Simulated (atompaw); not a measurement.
**Cobalt: generating and testing a PAW (atompaw) potential**

Do these settings give a usable potential? It is generated, then checked for scattering, ghosts and hardness.

Program: atompaw 4.2.0.5. Reference atom: PBEsol, scalar-relativistic, spherical and spin-unpolarised. All values are calculated.

### Step 1. The design

Typed settings, in words:

```json
{
  "element": "cobalt (Co, Z = 27)",
  "type": "PAW",
  "frozen core": "[Ne]",
  "valence charge": "17",
  "reference configuration": "3s2 3p6 3d7 4s2 4p0",
  "partial waves": "3s (bound): rc 1.30 bohr; 4s (bound): rc 1.60 bohr; 3p (bound): rc 1.10 bohr; 4p (bound, empty): rc 1.60 bohr; 3d (bound): rc 1.60 bohr; 3d channel at 2.95 Ry: rc 1.60 bohr",
  "local potential": "bessel scheme, radius 1.55 bohr",
  "core correction": "smooth core density matched at 0.90 bohr",
  "augmentation charge": "besselshape compensation charge, radius 1.20 bohr; PAW radius 1.60 bohr; waves and projectors: custom rrkj vanderbiltortho"
}
```

An earlier all-electron run gives the scale for the radii.

All-electron outer shells of the reference configuration (PBEsol, scalar-relativistic, ld1.x):

```
shell  level (eV)  outermost node (bohr)  outermost maximum (bohr)
   2s     -898.08                   0.08                      0.21
   2p     -769.45                      –                      0.17
   3s     -102.14                   0.31                      0.66
   3p      -65.51                   0.28                      0.68
   3d       -8.23                      –                      0.66
   4s       -5.49                   0.96                      2.32
   4p       -1.25                   1.05                      3.21
```

### Step 2. Generating the potential

Co.input reads:

```
Co 27
GGA-PBESOL scalarrelativistic loggrid 1500 logderivrange -10 5 376
4 4 3 0 0 0
4 1 0
3 2 7
0 0 0
c
c
v
v
c
v
v
v
2
1.60 1.20 1.55 0.90
n
n
y
2.95
n
custom rrkj vanderbiltortho besselshape
bessel
1.30
1.60
1.10
1.60
1.60
1.60
PWSCFOUT
UPFDX 0.0125d0 UPFXMIN -7.d0 UPFZMESH 27.d0
END
```

The run is started by

```bash
$ atompaw < Co.input > Co.log
```

Q: Predict the outcome of this session. Wanted: cutoffs for 10 and 1 mRy, occupied levels; bound ghosts; largest phase difference near zero energy, channels read; lowest eigenvalue of the overlap; share of valence orbitals outside the PAW sphere; UPF file.

The runs gave:

| quantity | value |
| --- | --- |
| cutoffs for 10 and 1 mRy, occupied levels | 70 Ry and 120 Ry |
| bound ghosts | none found |
| largest phase difference near zero energy, channels read | 0.002 rad |
| lowest eigenvalue of the overlap (Bessel basis) | 0.032 (p) |
| share of valence orbitals outside the PAW sphere | 3s 1 %, 4s 91 %, 3p 3 %, 4p 97 %, 3d 16 % |
| UPF file | written |

What this shows: By its cutoff, 70 Ry for the looser tolerance, it is of middling hardness. The slowest occupied level is 3p: taken alone it needs 90 Ry to come within 1 mRy, against 45 Ry for 4s. The Bessel-basis test finds no level below the valence levels. Near zero energy the phases of the channels with partial waves agree within 0.002 rad.
